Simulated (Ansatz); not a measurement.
# C₃H₈BNSi: a ladder of functionals and wavefunction methods

One table from this session's results is given with a row withheld; the runs are named, their logs left out.

Method: functionals in def2-TZVPP, the program's frozen cores in correlated methods; program: Ansatz 0.2.0, Gaussian basis.

Levels to be run: PBE-D4, r2SCAN-D4, PBE0-D4, B3LYP-D4, ωB97X-V, ωB97M-V, B2PLYP; CCSD(T)/def2-TZVPP; MP2/def2-QZVPP; extrapolation to the limit.

## The relaxed structure

The geometry comes from an earlier relaxation with PBE0-D4 in a triple-zeta def2 set; it is a stationary point, not always the lowest conformer.

SMILES `BC(C)([SiH3])C#N`, 14 atoms, charge 0, spin multiplicity 1.

Atoms are counted from 1 here; the program's logs count them from 0.

Bond lengths: B1–C2 1.542 Å, B1–H7 1.193 Å, B1–H8 1.196 Å, C2–C3 1.538 Å, C2–Si4 1.947 Å, C2–C5 1.445 Å, C3–H9 1.091 Å, C3–H10 1.091 Å, C3–H11 1.092 Å, Si4–H12 1.484 Å, Si4–H13 1.480 Å, Si4–H14 1.481 Å, C5–N6 1.152 Å. Angles: C2–B1–H7 120.7°, C2–B1–H8 118.3°, H7–B1–H8 120.7°, B1–C2–C3 117.8°, B1–C2–Si4 98.1°, B1–C2–C5 114.9°, C3–C2–Si4 106.8°, C3–C2–C5 112.6°, Si4–C2–C5 104.0°, C2–C3–H9 110.1°, C2–C3–H10 110.0°, C2–C3–H11 112.0°, H9–C3–H10 108.0°, H9–C3–H11 107.8°, H10–C3–H11 108.8°, C2–Si4–H12 108.4°, C2–Si4–H13 111.1°, C2–Si4–H14 104.9° and more.

Coordinates:

| atom | x (Å) | y (Å) | z (Å) |
| --- | --- | --- | --- |
| B1 | -1.6420 | 0.0888 | -0.0660 |
| C2 | -0.1364 | 0.3908 | 0.0782 |
| C3 | 0.6434 | 0.7744 | -1.1904 |
| Si4 | 0.4548 | -1.3943 | 0.5847 |
| C5 | 0.2129 | 1.2107 | 1.2151 |
| N6 | 0.5100 | 1.8609 | 2.1190 |
| H7 | -2.3708 | 0.1602 | 0.8751 |
| H8 | -2.0420 | -0.3109 | -1.1198 |
| H9 | 0.3864 | 1.7900 | -1.4965 |
| H10 | 0.3832 | 0.0993 | -2.0073 |
| H11 | 1.7233 | 0.7366 | -1.0330 |
| H12 | 0.1609 | -2.3205 | -0.5366 |
| H13 | -0.2146 | -1.8448 | 1.8259 |
| H14 | 1.9178 | -1.2703 | 0.7805 |

The first run:

The input, in.yaml:

```yaml
crystal:
  periodic: [false, false, false]
  atoms:
    - {symbol: B, position_ang: [-1.641997, 0.088765, -0.066049]}
    - {symbol: C, position_ang: [-0.136412, 0.390771, 0.078160]}
    - {symbol: C, position_ang: [0.643442, 0.774427, -1.190364]}
    - {symbol: Si, position_ang: [0.454791, -1.394303, 0.584687]}
    - {symbol: C, position_ang: [0.212856, 1.210682, 1.215113]}
    - {symbol: N, position_ang: [0.510003, 1.860925, 2.118989]}
    - {symbol: H, position_ang: [-2.370813, 0.160211, 0.875111]}
    - {symbol: H, position_ang: [-2.041960, -0.310872, -1.119781]}
    - {symbol: H, position_ang: [0.386408, 1.789965, -1.496529]}
    - {symbol: H, position_ang: [0.383165, 0.099327, -2.007308]}
    - {symbol: H, position_ang: [1.723323, 0.736556, -1.032958]}
    - {symbol: H, position_ang: [0.160887, -2.320519, -0.536606]}
    - {symbol: H, position_ang: [-0.214626, -1.844793, 1.825912]}
    - {symbol: H, position_ang: [1.917835, -1.270339, 0.780523]}
basis:
  gaussian: {orbitals: def2-TZVPP}
hamiltonian: {xc: pbe, dispersion: d4}
output: {forces: true, orbitals: {seedname: orbitals}}
```

Run with:

```
ansatz run in.yaml --threads 4 --pin off --events-out ev --progress --plain --max-ram 10444MiB
```

Among the steps run: PBE-D4 (GGA); r2SCAN-D4 (meta-GGA); PBE0-D4 (hybrid); B3LYP-D4 (hybrid); ωB97X-V (range-separated); ωB97M-V (range-separated); B2PLYP (double hybrid); CCSD(T) in def2-TZVPP; MP2 in def2-QZVPP.

One of the session's tables, all rows but one given; the rest of the session is left out.

It belongs to the step «Atomisation energies». 

| method | atomisation energy (kJ/mol) |
| --- | --- |
| PBE-D4 | 5515.9 |
| r2SCAN-D4 | 5413.8 |
| PBE0-D4 | 5428.4 |
| B3LYP-D4 | 5421.8 |
| ωB97X-V | 5425.0 |
| ωB97M-V | 5428.2 |
| B2PLYP | 5363.3 |
| HF/def2-TZVPP | 3993.5 |
| MP2/def2-TZVPP | ? |
| CCSD/def2-TZVPP | 5181.2 |
| CCSD(T)/def2-TZVPP | 5263.7 |
| MP2/CBS | 5481.7 |
| CCSD(T)/CBS | 5390.5 |

Estimate the missing values for MP2/def2-TZVPP.

As computed: atomisation energy (kJ/mol): 5354.9. In the column «atomisation energy (kJ/mol)» it lies between CCSD(T)/def2-TZVPP (5263.7) and B2PLYP (5363.3).
